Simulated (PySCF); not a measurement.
# TaH3: singlet, from a PBE0 minimum start

The task is one start of a wider search on TaH3: the singlet, from a PBE0 minimum start. It is relaxed, tested by its Hessian and followed downhill if it is a saddle.

The runs use PySCF 2.14.0; PBE0, basis Ta def2-TZVP with ECP60, H def2-TZVP, scalar-relativistic core potentials, no spin–orbit coupling, density fitting.

## (1) The system as given

4 atoms, charge 0, spin multiplicity 1.

Bond lengths: Ta1–H2 1.770 Å, Ta1–H3 1.770 Å, Ta1–H4 1.770 Å. Angles: H2–Ta1–H3 120.0°, H2–Ta1–H4 120.0°, H3–Ta1–H4 120.0°.

Z-matrix (Å, degrees; charge 0 multiplicity 1):
```
Ta
H  1 1.7699
H  1 1.7699 2 120.00
H  1 1.7699 2 120.00 3 180.00
```

## (2) Finding the electronic state

One driver script runs all steps and calls PySCF; scf.py shows how it sets up the SCF of each step. The optimiser is the driver's own. After this first run the driver tries any further starts and a stability analysis.

File scf.py:

```python
from pyscf import gto, scf, dft
mol = gto.M(atom='''
Ta     0.000000     0.000000    -0.000000
H     -0.000090    -0.000000     1.769917
H      1.532838    -0.000000    -0.884881
H     -1.532748     0.000000    -0.885036''',
    basis={'Ta': 'def2-TZVP', 'H': 'def2-TZVP'},
    ecp={'Ta': 'def2-TZVP'},
    charge=0, spin=0)
mf = dft.RKS(mol, xc='PBE0')
mf.grids.atom_grid = (50, 194)
aux = {'Ta': 'def2-universal-JKFIT', 'H': 'def2-universal-JKFIT'}
mf = mf.density_fit(auxbasis=aux)
mf.conv_tol = 1e-08
mf.diis_space = 10
mf.max_cycle = 60
mf.init_guess = 'minao'
mf.verbose = 4
mf.kernel()
```

Launch:

```
OMP_NUM_THREADS=2 python axn.py task.json out
```

Further steps of the session: Relaxing the singlet from the PBE0 minimum start; Hessian and properties; A spin-polarised start; Is it a minimum? Harmonic modes.

What does the calculation give? Wanted: minimum; geometry; wavenumbers; dipole moment; highest occupied, lowest empty level; polar-tensor charge of Ta1; zero-point energy; atomisation energy; ⟨S²⟩.

**Answer**, as computed:

| quantity | value |
| --- | --- |
| minimum | broken-symmetry (Ms = 0), C2v |
| geometry | Ta–H 1.775 Å (×2), Ta–H 1.790 Å; H–Ta–H 117.3°, H–Ta–H 121.3° (×2) |
| wavenumbers (cm⁻¹) | 252, 705, 749, 1785, 1819, 1853 |
| dipole moment | 0.01 D |
| highest occupied, lowest empty level (either spin) | -5.60, -2.40 eV |
| polar-tensor charge of Ta1 | +0.80 e |
| zero-point energy | 42.8 kJ/mol |
| entropy at 298.15 K | 248.6 J/(mol K) |
| atomisation energy (no zero-point energy) | 831 kJ/mol |
| ⟨S²⟩ | 0.926 |

What this shows: The PBE0 minimum start (D3h) ends in a minimum of C2v symmetry. The determinant is spin-contaminated (⟨S²⟩ = 0.93 against 0.00), so it is no pure spin state. The strongest infrared band lies at 1785 cm⁻¹ (stretch). The dipole vanishes although Ta1 carries +0.8 e by the polar tensor: the bond dipoles cancel. Other starts or spin states, not run here, may lie lower. The SCF density has lower symmetry than the nuclear frame. Spin–orbit coupling, left out here, can matter for elements this heavy.
